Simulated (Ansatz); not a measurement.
**C₅H₄FLi: small, medium and large basis sets**

One table from this session's results is given with a row withheld; the runs are named, their logs left out.

Computed with Ansatz 0.2.0, Gaussian basis. Level: one geometry, several basis sets.

Plan: PBE0-D4/def2-SVP; ωB97M-V/def2-SVP; PBE0-D4/def2-QZVPP; ωB97M-V/def2-QZVPP; the functionals' def2-TZVPP values are taken from earlier runs.

## Structure used throughout

An earlier PBE0-D4 in a triple-zeta def2 set relaxation fixed the geometry.

SMILES `F[C@@]12[C@H]3[C@H]4[C@H]5[C@@H]1[Li]4532`, 11 atoms, charge 0, spin multiplicity 1.

Atoms are counted from 1 here; the program's logs count them from 0.

Bond lengths: F1–C2 1.343 Å, C2–C3 1.402 Å, C2–C6 1.402 Å, C2–Li7 2.117 Å, C3–C4 1.420 Å, C3–Li7 2.107 Å, C3–H8 1.080 Å, C4–C5 1.407 Å, C4–Li7 2.073 Å, C4–H9 1.081 Å, C5–C6 1.420 Å, C5–Li7 2.073 Å, C5–H10 1.081 Å, C6–Li7 2.107 Å, C6–H11 1.080 Å. Angles: F1–C2–C3 124.7°, F1–C2–C6 124.7°, F1–C2–Li7 126.1°, C3–C2–C6 110.5°, C3–C2–Li7 70.2°, C6–C2–Li7 70.2°, C2–C3–C4 106.3°, C2–C3–Li7 71.0°, C2–C3–H8 126.2°, C4–C3–Li7 68.9°, C4–C3–H8 127.4°, Li7–C3–H8 127.2°, C3–C4–C5 108.4°, C3–C4–Li7 71.4°, C3–C4–H9 125.5°, C5–C4–Li7 70.2°, C5–C4–H9 126.1°, Li7–C4–H9 125.4° and more.

Set-up of the first run:

Contents of in.yaml:

```yaml
crystal:
  periodic: [false, false, false]
  atoms:
    - {symbol: F, position_ang: [-1.589168, -1.762916, -0.796396]}
    - {symbol: C, position_ang: [-0.792494, -0.785637, -0.332501]}
    - {symbol: C, position_ang: [-0.069425, -0.846552, 0.866574]}
    - {symbol: C, position_ang: [0.612633, 0.392815, 0.984038]}
    - {symbol: C, position_ang: [0.312189, 1.174327, -0.146430]}
    - {symbol: C, position_ang: [-0.561436, 0.433238, -0.984635]}
    - {symbol: Li, position_ang: [1.275612, -0.566208, -0.730454]}
    - {symbol: H, position_ang: [-0.079934, -1.659953, 1.576926]}
    - {symbol: H, position_ang: [1.236087, 0.689215, 1.815409]}
    - {symbol: H, position_ang: [0.663761, 2.178000, -0.338175]}
    - {symbol: H, position_ang: [-1.007835, 0.753662, -1.914357]}
basis:
  gaussian: {orbitals: def2-SVP}
hamiltonian: {xc: pbe0, dispersion: d4}
output: {orbitals: {seedname: orbitals}}
```

Run with:

```sh
> ansatz run in.yaml --threads 4 --pin off --events-out ev --progress --plain --max-ram 10444MiB
```

Steps of the session up to this table: PBE0-D4 in def2-SVP; ωB97M-V in def2-SVP; PBE0-D4 in def2-QZVPP; ωB97M-V in def2-QZVPP.

One of the session's tables, all rows but one given; the rest of the session is left out.

It belongs to the step «Functionals by basis». 

```
functional       basis  HOMO (eV)  LUMO (eV)
   PBE0-D4    def2-SVP      -5.93      -0.75
   PBE0-D4  def2-TZVPP      -5.96      -0.81
   PBE0-D4  def2-QZVPP      -5.97      -0.86
   ωB97M-V    def2-SVP          ?          ?
   ωB97M-V  def2-TZVPP      -8.08      -0.16
   ωB97M-V  def2-QZVPP      -8.09      -0.32
```

Q: Estimate the row for ωB97M-V, def2-SVP from the others.

As computed: HOMO (eV): -8.04; LUMO (eV): -0.17. In the column «HOMO (eV)» it lies between ωB97M-V, def2-TZVPP (-8.08) and PBE0-D4, def2-QZVPP (-5.97).
